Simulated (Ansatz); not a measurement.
**C2H3Ge (SMILES [C]#[C][GeH3]) at U-wB97X/def2-SVPD**

Aim: the vertical electron affinity of C2H3Ge at U-wB97X/def2-SVPD, from 2 runs. 

The results are computed with Ansatz 0.2.0.

55 further runs of the same task are left out: 6 that didn't finish, 49 set aside as unsound or not needed. Runs told in other sessions of the task aren't counted.

### Step 1. The molecule

C2H3Ge has 6 atoms, charge 0, and is taken as a doublet. As SMILES, `[C]#[C][GeH3]`. Geometry: relaxed at PBE0-D4/def2-TZVP.

Bond lengths: C1–C2 1.211 Å, C2–Ge3 1.905 Å, Ge3–H4 1.532 Å, Ge3–H5 1.532 Å, Ge3–H6 1.532 Å. Angles: C1–C2–Ge3 180.0°, C2–Ge3–H4 108.1°, C2–Ge3–H5 108.1°, C2–Ge3–H6 108.1°, H4–Ge3–H5 110.8°, H4–Ge3–H6 110.8°, H5–Ge3–H6 110.8°.

### Step 2. A single-point energy at U-wB97X/def2-SVPD

The input, run.yaml:

```yaml
crystal:
  periodic: [false, false, false]
  atoms:
    - {symbol: C, position_ang: [1.063000, -1.993700, 1.127200]}
    - {symbol: C, position_ang: [0.554800, -1.039400, 0.581600]}
    - {symbol: Ge, position_ang: [-0.244200, 0.461100, -0.277700]}
    - {symbol: H, position_ang: [-1.482100, -0.028100, -1.035900]}
    - {symbol: H, position_ang: [0.783700, 1.059700, -1.242900]}
    - {symbol: H, position_ang: [-0.633000, 1.476400, 0.801400]}
basis:
  gaussian: {orbitals: def2-SVPD}
magnetization: {spin_polarized: true, initial_magnetization: 1}
hamiltonian: {xc: {name: wB97X}}
accuracy: high
output: {orbitals: {seedname: orbitals}}
```

The run is started by

```bash
ansatz run run.yaml --threads 1 --pin off --max-ram 3480MiB --events-out events.jsonl --progress --plain --runs-dir runs
```

Log:

```text
Warning: RAYON_NUM_THREADS=1 ignored (pool sized by the plan → 1); use --threads N
Functional definition: wB97X
  name "wB97X"
  parameter omega = 0.3/bohr
  parameter cx = 0.157706
  parameter cx1 = 0.726479
  parameter cx2 = 1.04760
  parameter cx3 = -5.70635
  parameter cx4 = 13.2794
  parameter css1 = -4.33879
  parameter css2 = 18.2308
  parameter css3 = -31.7430
  parameter css4 = 17.2901
  parameter cos1 = 2.37031
  parameter cos2 = -11.3995
  parameter cos3 = 6.58405
  parameter cos4 = -3.78132
  exchange = spin_sum(e_x_unif_sr(omega)*poly(b97_u_x, 1 - cx, cx1, cx2, cx3, cx4)) + cx*exact_x_sr(omega)
      + exact_x_lr(omega)
  correlation = spin_sum(e_c_pw_same_spin*poly(b97_u_same, 1, css1, css2, css3, css4))
      + integral(e_c_pw_opposite_spin*poly(b97_u_opposite, 1, cos1, cos2, cos3, cos4))
2013 factors; integrals over basis functions are off by at most 4.5e-9 eV
436 factors; integrals over basis functions are off by at most 1.7e-9 eV
mean field evaluation 1: about -58625.4693 eV, gradient 2.0e1 eV
mean field evaluation 2: about -58626.5783 eV, gradient 1.5e1 eV
mean field evaluation 4: about -58627.4499 eV, gradient 1.7e0 eV
mean field evaluation 8: about -58627.5611 eV, gradient 2.6e-1 eV
mean field evaluation 16: about -58627.5651 eV, gradient 5.6e-4 eV
mean field evaluation 32: about -58627.5651 eV, gradient 5.9e-8 eV
mean field -58627.56513145 eV, -2154.5232793898 hartree, gradient 5.9e-8 eV, S^2 0.785353; 2 other end points of the search recorded, 0 dependent functions left out
reference -58627.56512829 eV, -2154.5232792737 hartree; 24, 23 occupied and 78, 79 virtual orbitals, 2013 factors
Total energy: -58627.56512829 eV, -2154.5232792737 hartree
```

Wall time 65 s (1 thread of Arm Neoverse V1, shared host); peak memory 0.85 GiB.

### Step 3. The singlet anion, same level

Changes to run.yaml since step 2:

```diff
@@ -10,5 +10,7 @@
 basis:
-  gaussian: {orbitals: def2-SVPD}
-magnetization: {spin_polarized: true, initial_magnetization: 1}
-hamiltonian: {xc: {name: wB97X}}
+  gaussian:
+    orbitals: def2-SVPD
+total_charge: -1
+hamiltonian:
+  xc: {name: wB97X}
 accuracy: high
```

The run is started by

```bash
ansatz run run.yaml --threads 1 --pin off --max-ram 3480MiB --events-out events.jsonl --progress --plain --runs-dir runs
```

Log (excerpt; [...] marks lines left out):

```text
Warning: RAYON_NUM_THREADS=1 ignored (pool sized by the plan → 1); use --threads N
Functional definition: wB97X
  name "wB97X"
[...]
      + exact_x_lr(omega)
[...]
      + integral(e_c_pw_opposite_spin*poly(b97_u_opposite, 1, cos1, cos2, cos3, cos4))
2014 factors; integrals over basis functions are off by at most 4.5e-9 eV
436 factors; integrals over basis functions are off by at most 1.7e-9 eV
[...]
mean field -58630.62310863 eV, -2154.6356579783 hartree, gradient 6.3e-8 eV, S^2 0.000000; 0 other end points of the search recorded, 0 dependent functions left out
reference -58630.62310543 eV, -2154.6356578607 hartree; 24, 24 occupied and 78, 78 virtual orbitals, 2014 factors
Total energy: -58630.62310543 eV, -2154.6356578607 hartree
```

It took 27 s on 1 thread of Arm Neoverse V1, shared host; peak memory 0.54 GiB.

### Step 4. What came out

At U-wB97X/def2-SVPD:

```
                                                            quantity           value
                                        doublet C2H3Ge: total energy  -2154.52328 Eh
                  doublet C2H3Ge: HOMO energy (highest over α and β)       -10.68 eV
                   doublet C2H3Ge: LUMO energy (lowest over α and β)        -3.16 eV
                                                doublet C2H3Ge: ⟨S²⟩           0.785
                                         singlet anion: total energy  -2154.63566 Eh
                                          singlet anion: HOMO energy        -3.62 eV
                                          singlet anion: LUMO energy         5.21 eV
singlet anion: HOMO–LUMO gap (to an unbound level, set by the basis)         8.84 eV
                   vertical electron affinity (to the singlet anion)        3.058 eV
```

At fixed nuclei the extra electron is bound by 3.06 eV (295 kJ/mol).
